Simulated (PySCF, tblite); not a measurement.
**C₇H₆FS radical: geometry, infrared bands and EPR parameters**

What infrared bands and EPR parameters should C₇H₆FS radical (`[H]/[C]=C\C#CC1(F)CSC1`) show?

Programs: tblite 0.8.0 and PySCF 2.14.0, with density-fitted response routines of our own. Each step states its level of theory. These are calculated values for one molecule in the gas phase, unless marked as measured. Atoms count from 0, in the outputs and in this text.

### Step 1. The starting structure

15 atoms, charge 0, multiplicity 2; geometry from: force field or distance geometry start.

Bonds of the start (Å): C0–C1 1.28, C1–C2 1.43, C2–C3 1.19, C3–C4 1.46, C4–F5 1.36, C4–C6 1.57, C6–S7 1.83, S7–C8 1.83, C8–C4 1.56, C0–H9 1.07, C1–H10 1.09, C6–H11 1.09, C6–H12 1.08, C8–H13 1.09, C8–H14 1.11.

### Step 2. Optimising the geometry with GFN2-xTB

The job: settings as JSON, then the geometry in Å.

```
{"job": {"kind": "relax", "xc": "GFN2-xTB", "basis": "xTB"}, "charge": 0, "multiplicity": 2}
C     -3.299100     0.176400    -1.417400
C     -2.608200    -0.876600    -1.174200
C     -1.305100    -0.722700    -0.598500
C     -0.221100    -0.577600    -0.133100
C      1.101100    -0.417800     0.460200
F      1.632200    -1.655900     0.620600
C      2.014200     0.588500    -0.332900
S      2.761400     1.155500     1.244000
C      1.132500     0.482800     1.730700
H     -3.889300     1.049800    -1.618600
H     -2.986500    -1.875700    -1.377600
H      1.480600     1.377900    -0.864200
H      2.710000     0.110800    -1.010800
H      1.129700    -0.069600     2.669900
H      0.343300     1.262200     1.779900
```

Started as:

```console
$ OMP_NUM_THREADS=1 python probes_run.py task.json out
```

The driver reads the jobs from task.json and runs them one after another.

**Question.** This job is followed by: GFN2-xTB harmonic vibrations, gas phase; UKS B3LYP, pcH-1 on C F H S, non-relativistic, mean-field spin-orbit, GIAO. What will the session give for the following? strongest single infrared mode (GFN2-xTB); zero-point energy (GFN2-xTB); g(iso) (B3LYP); ⟨S²⟩; largest a(iso) (averaged by class); surface potential, 1st and 99th percentile.

**Answer**, as computed:

```
                                 quantity                 value
strongest single infrared mode (GFN2-xTB)   750 cm⁻¹, 68 km/mol
             zero-point energy (GFN2-xTB)         63.4 kcal/mol
                           g(iso) (B3LYP)               2.00223
                                     ⟨S²⟩    0.763 (exact 0.75)
       largest a(iso) (averaged by class)  13C on C0, 328.4 MHz
    surface potential, 1st and 99th percentile    -0.92 V and 1.30 V
```

In words: Relaxing lowered the energy by 0.454 eV in 67 steps; the close pair that moved most is C4–C6, from 1.573 to 1.536 Å. No mode is imaginary among the 39: a minimum at this level. The strongest single mode, at 750 cm⁻¹, is spread over many atoms; the largest shares are those of H9, C0. Unscaled tight-binding wavenumbers are off by several per cent, some by more. Its intensities can rank the bands wrongly. Most of the unpaired spin sits on C0 (1.08 e). The isotropic g lies 0.1 ppt below the free-electron value.
